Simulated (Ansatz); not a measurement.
# Rb2TlInCl6: the cost of one run

Method: DFT PBEsol, scalar-relativistic, plane waves, PAW, in Ansatz 0.2.0.

**1. The starting structure**

The structure is cubic, space group Fm-3m (No. 225). The conventional cell has a = 11.177 Å, b = 11.177 Å, c = 11.177 Å, α = 90.00°, β = 90.00°, γ = 90.00°. Rb (site symmetry -43m) is surrounded by 12 Cl at 3.96 Å. Tl (site symmetry m-3m) has 6 Cl at 3.04 Å as nearest neighbours. In (site symmetry m-3m) has 6 Cl at 2.55 Å as nearest neighbours. Around Cl (site symmetry 4mm) lie 1 In at 2.55 Å and 1 Tl at 3.04 Å.

As a file:

```
Rb Tl In Cl
1.0
     0.00000    5.58870    5.58870
     5.58870    0.00000    5.58870
     5.58870    5.58870    0.00000
Rb Tl In Cl
2 1 1 6
Direct
  0.75000 0.75000 0.75000
  0.25000 0.25000 0.25000
  0.50000 0.50000 0.50000
  0.00000 0.00000 0.00000
  0.77198 0.22802 0.22802
  0.22802 0.22802 0.77198
  0.22802 0.77198 0.77198
  0.22802 0.77198 0.22802
  0.77198 0.22802 0.77198
  0.77198 0.77198 0.22802
```

The structure comes from the Materials Project (structure only).

(A quick probe on a coarse mesh, which set the mesh and smearing, is not shown.)

**3. Full relaxation**

The input, input.yaml:

```yaml
crystal:
  lattice:
    - [0.0, 5.588696, 5.588696]
    - [5.588696, 0.0, 5.588696]
    - [5.588696, 5.588696, 0.0]
  atoms:
    - { symbol: Rb, position: [0.75, 0.75, 0.75] }
    - { symbol: Rb, position: [0.25, 0.25, 0.25] }
    - { symbol: Tl, position: [0.5, 0.5, 0.5] }
    - { symbol: In, position: [0.0, 0.0, 0.0] }
    - { symbol: Cl, position: [0.771982, 0.228018, 0.228018] }
    - { symbol: Cl, position: [0.228018, 0.228018, 0.771982] }
    - { symbol: Cl, position: [0.228018, 0.771982, 0.771982] }
    - { symbol: Cl, position: [0.228018, 0.771982, 0.228018] }
    - { symbol: Cl, position: [0.771982, 0.228018, 0.771982] }
    - { symbol: Cl, position: [0.771982, 0.771982, 0.228018] }
basis:
  ecutwfc: 420
kpoints:
  mp_grid: { grid: [4, 4, 4] }
hamiltonian:
  xc: pbesol
scf:
  occupations: { method: gaussian, width: 0.02 }
output:
  forces: true
  stress: true
  eigenvalues: true
  write_density: true
  write_potential: true
  elf: true
  volumetric_format: npy
relax:
  adjacent_minimum: "off"
  f_tol: 0.005
  max_steps: 80
  cell: { stress_tol: 0.05 }
```

The run is started by

```bash
> ansatz run input.yaml --threads 2 --pin off --max-ram 5120MiB --backend cpu --events-out ev --progress --plain --runs-dir out
```

Q: Estimate wall time and peak memory on 2 threads of Arm Neoverse V2, shared host.

About 31 s, with a peak of 0.69 GiB.
